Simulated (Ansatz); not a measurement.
# GeBi3 (Fm-3m) in Ansatz: convergence with wavefunction cutoff

Aim: find how far wavefunction cutoff must go before the results for GeBi3 settle, at PBE. This setting moves, with any that are tied to it; all else stays.

Program: Ansatz 0.2.0. These are calculated values, not measurements. Logs are shortened: lines on timing, memory, paths and dates and some standing lists are left out, and cuts for length are marked.

**1. The structure**

It takes space group Fm-3m (No. 225, cubic). Conventional cell: a = 7.734 Å, b = 7.734 Å, c = 7.734 Å, α = 90.00°, β = 90.00°, γ = 90.00°. Around Bi (site symmetry m-3m) lie 8 Bi at 3.35 Å. Bi (site symmetry -43m) has 4 Bi at 3.35 Å and 4 Ge at 3.35 Å as nearest neighbours. Ge (site symmetry m-3m) is surrounded by 8 Bi at 3.35 Å.

The cell comes from a database or a generator and needn't be the stable form of this composition.

**2. With wavefunction cutoff 400 eV**

The input, input.yaml:

```yaml
crystal:
  lattice:
    - [0.0, 3.866821, 3.866821]
    - [3.866821, 0.0, 3.866821]
    - [3.866821, 3.866821, 0.0]
  atoms:
    - { symbol: Bi, position: [0.5, 0.5, 0.5] }
    - { symbol: Bi, position: [0.75, 0.75, 0.75] }
    - { symbol: Bi, position: [0.25, 0.25, 0.25] }
    - { symbol: Ge, position: [0.0, 0.0, 0.0] }
hamiltonian:
  xc: pbe
  pseudopotentials: { kind: nc, accuracy: stringent }
kpoints:
  mp_grid: { grid: [5, 5, 5] }
scf:
  occupations: { method: fermi_dirac, width: 0.1 }
output:
  forces: true
  stress: true
  eigenvalues: true
basis:
  ecutwfc: "400 eV"
```

Potentials or basis: PseudoDojo stringent (PBE files).

Command:

```bash
ansatz run input.yaml --threads 2 --pin off --max-ram 5632MiB --backend cpu --events-out ev --progress --plain --runs-dir out
```

The log of the run:

```text
Warning: basis.ecutwfc = 400 eV is below the records' recommended 1687.105947 eV, and the density's cutoff is lower with it unless basis.ecutrho_ratio is high enough to keep the records' density cutoff: compare with a run at a higher cutoff
Warning: RAYON_NUM_THREADS=2 ignored (pool sized by the plan → 2); use --threads N
Engine: ansatz 0.2.0, x86_64-unknown-linux-gnu
Pseudopotentials: kind: nc
Pseudopotential: Bi, nc, valence charge 23, recommended cutoff 1197.300995 eV (normal), Bi.nc.azcp (PseudoDojo's, or run here from an input of PseudoDojo's; its table is named by hamiltonian.pseudopotentials.accuracy)
Pseudopotential: Ge, nc, valence charge 22, recommended cutoff 1687.105947 eV (normal), Ge.nc.azcp (PseudoDojo's, or run here from an input of PseudoDojo's; its table is named by hamiltonian.pseudopotentials.accuracy)
Functional definition: PBE
  parameter kappa = 0.804
  parameter beta = 0.06672455060314922
  exchange = pbe_x(kappa = kappa, mu = beta*pi^2/3)
  correlation = pbe_c(beta = beta)
Crystal: 4 atoms, lattice volume = 115.636 Å³
[... 40 lines left out ...]
  Σ components = -25816.508528   (vs F -25816.508528, Δ=0.00e0)
--- Forces (eV/Å), atoms counted from 1 ---
  atom   1  Bi     0.00000000    -0.00000000     0.00000000
  atom   2  Bi     0.00000000     0.00000000    -0.00000000
  atom   3  Bi     0.00000000     0.00000000    -0.00000000
  atom   4  Ge    -0.00000000    -0.00000000     0.00000000
  max |Σ_I F_I| component: 9.25e-17 eV/Å
--- Stress (GPa, compression-positive) ---
       -6.345705      -0.000000      -0.000000
        0.000000      -6.345705       0.000000
        0.000000       0.000000      -6.345705
  P = ⅓ Tr σ = -6.3457 GPa (-63.457 kbar)
--- Band table (eV; the first three rows and the last of 10) ---
  k-point 0: bands = ["-232.0347", "-142.6682", "-142.4954", "-142.2149", "-126.3258", "-126.3258", "-126.3258", "-82.3774", "-82.3774", "-82.3774", "-82.1982", "-82.1982", "-82.1982", "-82.0568", "-82.0568", "-82.0568", "-9.4871", "-9.4871", "-9.4871", "-9.2652", "-9.2652", "-9.2633", "-9.2633", "-9.2633", "-9.1008", "-9.1008", "-9.0066", "-9.0066", "-9.0066", "-8.8944", "-8.8944", "-6.7645", "-6.7645", "-6.6913", "-6.6913", "-6.6913", "-1.7792", "1.6699", "4.6278", "5.8942", "11.3466", "11.3466", "11.3466", "11.4301", "11.4301", "11.4301", "12.4169", "12.4169", "12.4169", "17.9516", "17.9516", "19.1129", "19.1129", "19.1129", "22.6922"]
  k-point 1: bands = ["-232.0711", "-142.6692", "-142.4019", "-142.3776", "-126.6129", "-126.6129", "-126.3714", "-82.3914", "-82.3914", "-82.3652", "-82.1627", "-82.1627", "-82.1455", "-82.1150", "-82.1101", "-82.1101", "-9.4878", "-9.4878", "-9.3690", "-9.3690", "-9.2706", "-9.2185", "-9.2185", "-9.1461", "-9.1461", "-9.0034", "-9.0034", "-8.9960", "-8.9300", "-8.9300", "-8.8741", "-7.3958", "-7.3958", "-6.8134", "-6.8134", "-6.5699", "-1.6918", "1.7331", "4.3728", "5.4124", "10.2983", "10.6317", "10.6317", "11.6879", "11.6879", "12.9983", "12.9983", "13.1258", "14.3485", "16.7902", "18.5541", "18.5541", "18.8546", "18.8546", "23.7512"]
  k-point 2: bands = ["-232.0216", "-142.6324", "-142.4000", "-142.3633", "-126.5612", "-126.1758", "-126.1758", "-82.3743", "-82.3641", "-82.3641", "-82.1526", "-82.1209", "-82.1209", "-82.1186", "-82.1186", "-82.1125", "-9.4789", "-9.4789", "-9.4306", "-9.2606", "-9.2606", "-9.0823", "-9.0823", "-9.0530", "-9.0530", "-9.0146", "-8.9775", "-8.9150", "-8.9150", "-8.8731", "-8.8731", "-7.0214", "-7.0214", "-6.9806", "-6.6640", "-6.6640", "-1.5186", "2.0000", "3.6465", "4.8354", "10.3623", "10.3623", "11.0784", "11.0996", "11.0996", "13.6243", "14.7980", "14.7980", "15.7040", "16.8686", "16.8686", "17.0910", "21.1809", "21.1809", "21.9230"]
  k-point 9: bands = ["-232.1254", "-142.6708", "-142.4642", "-142.4113", "-127.0962", "-126.8746", "-126.5594", "-82.3963", "-82.3884", "-82.3714", "-82.1796", "-82.1592", "-82.1393", "-82.1377", "-82.1373", "-82.1318", "-9.5518", "-9.5140", "-9.4768", "-9.3649", "-9.3230", "-9.2724", "-9.2066", "-9.1148", "-9.1126", "-9.0883", "-9.0179", "-8.9973", "-8.9747", "-8.9623", "-8.8865", "-7.5502", "-7.4415", "-7.2408", "-7.1654", "-6.8386", "-1.4686", "2.5453", "3.5211", "3.6978", "9.4251", "9.9850", "10.4957", "11.9538", "14.1403", "14.3076", "14.3956", "15.0555", "15.9234", "16.9644", "17.1321", "17.1374", "20.8465", "20.8918", "21.6820"]
```

It took 1.5 s on 2 threads of AMD EPYC 7R32 (Zen 2), shared host; peak memory 0.36 GiB.

What came out:

| Property | Result |
| --- | --- |
| Free energy | -25816.5085 eV |
| Pressure | -6.3 GPa |
| Band gap on the k mesh | none (metal or under the smearing width) |

**3. With wavefunction cutoff 500 eV**

input.yaml: that of step 2 with these lines changed.

```diff
@@ -22,2 +22,2 @@
 basis:
-  ecutwfc: "400 eV"
+  ecutwfc: "500 eV"
```

Potentials or basis: PseudoDojo stringent (PBE files).

Command:

```bash
ansatz run input.yaml --threads 2 --pin off --max-ram 5632MiB --backend cpu --events-out ev --progress --plain --runs-dir out
```

Wall time 1.9 s (2 threads of AMD EPYC 7R32 (Zen 2), shared host); peak memory 0.39 GiB.

What came out:

| Property | Result |
| --- | --- |
| Free energy | -26146.2253 eV |
| Pressure | -1.5 GPa |
| Band gap on the k mesh | none (metal or under the smearing width) |

**4. With wavefunction cutoff 600 eV**

input.yaml: that of step 3 with these lines changed.

```diff
@@ -22,2 +22,2 @@
 basis:
-  ecutwfc: "500 eV"
+  ecutwfc: "600 eV"
```

Command:

```bash
ansatz run input.yaml --threads 2 --pin off --max-ram 5632MiB --backend cpu --events-out ev --progress --plain --runs-dir out
```

Run time: 2.1 s. Hardware: 2 threads of AMD EPYC 7R32 (Zen 2), shared host; peak memory 0.44 GiB.

Results:

```
Free energy            : -26335.3231 eV
Pressure               : -1.4 GPa
Band gap on the k mesh : none (metal or under the smearing width)
```

**5. With wavefunction cutoff 700 eV**

input.yaml: that of step 4 with these lines changed.

```diff
@@ -22,2 +22,2 @@
 basis:
-  ecutwfc: "600 eV"
+  ecutwfc: "700 eV"
```

Command:

```bash
ansatz run input.yaml --threads 2 --pin off --max-ram 5632MiB --backend cpu --events-out ev --progress --plain --runs-dir out
```

Wall time 2.4 s (2 threads of AMD EPYC 7R32 (Zen 2), shared host); peak memory 0.49 GiB.

Results:

* Free energy: -26443.9153 eV
* Pressure: -0.7 GPa
* Band gap on the k mesh: none (metal or under the smearing width)

**6. With wavefunction cutoff 850 eV**

input.yaml: that of step 5 with these lines changed.

```diff
@@ -22,2 +22,2 @@
 basis:
-  ecutwfc: "700 eV"
+  ecutwfc: "850 eV"
```

Potentials or basis: PseudoDojo stringent (PBE files).

Command:

```bash
ansatz run input.yaml --threads 2 --pin off --max-ram 5632MiB --backend cpu --events-out ev --progress --plain --runs-dir out
```

It took 3.5 s on 2 threads of AMD EPYC 7R32 (Zen 2), shared host; peak memory 0.55 GiB.

Results (log left out):

| Property | Result |
| --- | --- |
| Free energy | -26525.6765 eV |
| Pressure | -0.6 GPa |
| Band gap on the k mesh | none (metal or under the smearing width) |

**7. With wavefunction cutoff 1000 eV**

input.yaml: that of step 6 with these lines changed.

```diff
@@ -22,2 +22,2 @@
 basis:
-  ecutwfc: "850 eV"
+  ecutwfc: "1000 eV"
```

Command:

```bash
ansatz run input.yaml --threads 2 --pin off --max-ram 5632MiB --backend cpu --events-out ev --progress --plain --runs-dir out
```

Run time: 4 s. Hardware: 2 threads of AMD EPYC 7R32 (Zen 2), shared host; peak memory 0.64 GiB.

It converged, with:

| Item | Value |
| --- | --- |
| Free energy | -26557.3003 eV |
| Pressure | -0.3 GPa |
| Band gap on the k mesh | none (metal or under the smearing width) |

**8. With wavefunction cutoff 1200 eV**

input.yaml: that of step 7 with these lines changed.

```diff
@@ -22,2 +22,2 @@
 basis:
-  ecutwfc: "1000 eV"
+  ecutwfc: "1200 eV"
```

Command:

```bash
ansatz run input.yaml --threads 2 --pin off --max-ram 5632MiB --backend cpu --events-out ev --progress --plain --runs-dir out
```

Run time: 5.2 s. Hardware: 2 threads of AMD EPYC 7R32 (Zen 2), shared host; peak memory 0.75 GiB.

The run converged. Its results:

```
Free energy            : -26568.3527 eV
Pressure               : -0.2 GPa
Band gap on the k mesh : none (metal or under the smearing width)
```

**9. With wavefunction cutoff 1400 eV**

input.yaml: that of step 8 with these lines changed.

```diff
@@ -22,2 +22,2 @@
 basis:
-  ecutwfc: "1200 eV"
+  ecutwfc: "1400 eV"
```

Potentials or basis: PseudoDojo stringent (PBE files).

Command:

```bash
ansatz run input.yaml --threads 2 --pin off --max-ram 5632MiB --backend cpu --events-out ev --progress --plain --runs-dir out
```

It took 7.2 s on 2 threads of AMD EPYC 7R32 (Zen 2), shared host; peak memory 0.9 GiB.

It converged, with:

* Free energy: -26569.8188 eV
* Pressure: -0.2 GPa
* Band gap on the k mesh: none (metal or under the smearing width)

**10. With wavefunction cutoff 1700 eV**

input.yaml: that of step 9 with these lines changed.

```diff
@@ -22,2 +22,2 @@
 basis:
-  ecutwfc: "1400 eV"
+  ecutwfc: "1700 eV"
```

Command:

```bash
ansatz run input.yaml --threads 2 --pin off --max-ram 5632MiB --backend cpu --events-out ev --progress --plain --runs-dir out
```

Wall time 9.2 s (2 threads of AMD EPYC 7R32 (Zen 2), shared host); peak memory 1.1 GiB.

The run converged. Its results:

- Free energy: -26569.9116 eV
- Pressure: -0.2 GPa
- Band gap on the k mesh: none (metal or under the smearing width)

**11. The series at a glance**

```csv
wavefunction cutoff,"energy less the tightest run, at zero smearing (meV/atom)",pressure (GPa),SCF cycles,CPU time (s),peak memory (GiB)
400 eV,188347.16,-6.35,10,2.9,0.36
500 eV,105919.35,-1.51,8,3.6,0.39
600 eV,58646.00,-1.45,8,4.1,0.44
700 eV,31498.37,-0.67,8,4.6,0.49
850 eV,11058.46,-0.56,8,6.7,0.55
1000 eV,3152.70,-0.31,7,7.7,0.64
1200 eV,389.73,-0.19,7,10,0.75
1400 eV,23.20,-0.17,8,14,0.9
1700 eV,0.00,-0.16,8,18,1.1
```

Against the tightest run, the pressure stays within 0.1 GPa from 1200 eV on. Not settled before the last step: the energy (to 1 meV/atom). The tightest run that finished is the yardstick and may itself not be fully converged.

Caveats: spin-orbit coupling is left out, which moves the levels of the heavy elements.
